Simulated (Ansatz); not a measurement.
The system is NbTe.

```
Te Nb
1.0
     3.70297    0.00000    0.00000
    -1.85149    3.20687    0.00000
     0.00000    0.00000    3.69421
Te Nb
1 1
Direct
  0.66667 0.33333 0.00000
  0.00000 0.00000 0.50000
```

The cell comes from a database or a generator and needn't be the stable form of this composition.

Base run:

```yaml
Program: Ansatz 0.2.0
Functional: LDA
Potentials_or_basis: all-electron LAPW, scalar-relativistic
Cutoff: 233 eV (chosen from the basis error)
Basis_error_allowed: 0.001 eV/atom
k_mesh: 8 × 8 × 7
Occupations: fermi-dirac, width 0.05 eV
Spin: no spin polarisation
```

Its results: pressure -7.5 GPa.

**Question.** The run is repeated on the same cell with these changes: functional from LDA to PBE. What comes out?

**Answer.** Pressure -0.6 GPa.

PBE binds less tightly than LDA, so the same cell stands under more pressure.
